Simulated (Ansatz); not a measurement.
Turn this script for Ansatz 0.2.0 through its Python package into the input file that the command-line program reads.

`analyse_laas.py`
```python
# -*- coding: utf-8 -*-
from collections import Counter
from pathlib import Path

import ansatz as az
import numpy as np
from pymatgen.core import Structure
from pymatgen.symmetry.analyzer import SpacegroupAnalyzer

system = (
    az.Lattice.fcc(6.151)
    .space_group(225)
    .atom("La", (0.5, 0.0, 0.0))
    .atom("As", (0.0, 0.0, 0.0))
    .primitive()
)

model = (
    system.calculation()
    .functional("pbesol")
    .occupations("cold", width=0.15)
    .kpoints(7, 7, 7)
    .stress()
    .density()
    .electron_localization_function()
    .output_files(volumetric_format="npy")
    .bader_charges()
)
session = model.session()
planned = session.plan(threads=1)
result = planned.execute()
rep = result.report

print(f"free energy      {rep['free_energy_ev']:.5f} eV")
print(f"per atom         {rep['free_energy_ev'] / len(result.lattice.sites):.5f} eV")
print(f"SCF iterations   {rep['n_iterations']}  (converged: {rep['converged']})")

print(model.to_python())

final = Structure(result.lattice.cell_ang, [s.symbol for s in result.lattice.sites], [s.position_frac for s in result.lattice.sites])
analyser = SpacegroupAnalyzer(final, symprec=0.01)
standard = analyser.get_conventional_standard_structure()
print(analyser.get_crystal_system(), analyser.get_space_group_symbol(), len(standard), "atoms in the conventional cell")
print("a b c (A):", [round(x, 4) for x in standard.lattice.abc], " angles:", [round(x, 2) for x in standard.lattice.angles])
print(f"mass density {float(final.density):.3f} g/cm^3")

principal = np.linalg.eigvalsh(np.array(rep["stress_gpa"]))
mises = np.sqrt(0.5 * sum((principal[i] - principal[i - 1]) ** 2 for i in range(3)))
print("principal stresses (GPa, compression positive):", np.round(principal, 3))
print(f"mean {principal.mean():.3f} GPa, von Mises {mises:.3f} GPa, PV = {principal.mean() * rep['setup']['cell_volume_ang3'] / 160.21766:.4f} eV")

folder = Path(result.write_results("elf"))
elf = np.load(folder / "elf.npy")
peak = np.unravel_index(elf.argmax(), elf.shape)
print(f"largest ELF {elf.max():.3f} at grid fractions", np.round(np.array(peak) / elf.shape, 3))
for level in (0.2, 0.5, 0.7, 0.8, 0.9):
    print(f"share of the cell with ELF over {level}: {np.mean(elf > level):.3f}")

charges = result.bader_charges()
for atom in charges.atoms:
    print(f"Bader charge {atom.symbol:2s} {atom.partial_charge_e:+.3f} e")

shortest = {}
for site, neighbours in zip(final, final.get_all_neighbors(5.0)):
    for other in neighbours:
        pair = "-".join(sorted((site.specie.symbol, other.specie.symbol)))
        shortest[pair] = min(shortest.get(pair, 9e9), other.nn_distance)
for pair, distance in sorted(shortest.items(), key=lambda item: item[1]):
    print(f"shortest {pair:6s} {distance:.4f} A")
```

```console
$ python analyse_laas.py
DeckWarning: basis.ecutwfc = 420 eV, auto-derived from the records' recommended cutoffs: set by La (normal level)
free energy      -10977.36074 eV
per atom         -5488.68037 eV
SCF iterations   5  (converged: True)
(
    az.Lattice.fcc(6.151)
    .space_group(225)
    .atom("La", (0.5, 0.0, 0.0))
    .atom("As", (0.0, 0.0, 0.0))
    .primitive()
    .calculation()
    .kpoints(7, 7, 7)
    .functional("pbesol")
    .occupations(method="cold", width=0.15)
    .density()
    .output_files(volumetric_format="npy")
    .electron_localization_function()
    .bader_charges()
    .stress()
)

cubic Fm-3m 8 atoms in the conventional cell
a b c (A): [6.151, 6.151, 6.151]  angles: [90.0, 90.0, 90.0]
mass density 6.103 g/cm^3
principal stresses (GPa, compression positive): [-1.313 -1.313 -1.313]
mean -1.313 GPa, von Mises 0.000 GPa, PV = -0.4767 eV
largest ELF 0.847 at grid fractions [0.267 0.567 0.567]
share of the cell with ELF over 0.2: 0.613
share of the cell with ELF over 0.5: 0.359
share of the cell with ELF over 0.7: 0.140
share of the cell with ELF over 0.8: 0.046
share of the cell with ELF over 0.9: 0.000
Bader charge La +1.537 e
Bader charge As -1.537 e
shortest As-La  3.0755 A
shortest La-La  4.3494 A
shortest As-As  4.3494 A
```
(Warnings from the package without file and line.)

`input.yaml`:
```yaml
crystal:
  lattice:
    bravais: fcc
    a: 6.151
  space_group: 225
  atoms:
    - { symbol: La, position: [0.5, 0.0, 0.0] }
    - { symbol: As, position: [0.0, 0.0, 0.0] }
  reduce_to_primitive: true
kpoints:
  mp_grid:
    grid: [7, 7, 7]
hamiltonian:
  xc: pbesol
scf:
  occupations:
    method: cold
    width: 0.15
output:
  write_density: true
  volumetric_format: npy
  elf: true
  bader: true
  stress: true
```

Notes:
- Total energies depend on the potentials; only differences at equal settings carry meaning.
- The mesh is modest for a metal, so energies can be off by several to tens of meV an atom and pressures by half a GPa or more; differences at equal mesh fare better.
- Grid values close to the nuclei reflect the PAW or pseudopotential construction, not the all-electron fields.
- The starting cell is as deposited in a crystallographic database; the results hold for this polymorph, which needn't be the stable one.
- It ran for 7.5 s on 1 thread of Arm Neoverse V2 (shared host), peak memory 0.44 GiB.

(A comment or docstring line of the script was reworded after the run, the code is as it ran; lines on the test bed's own set-up are left out of the output.)
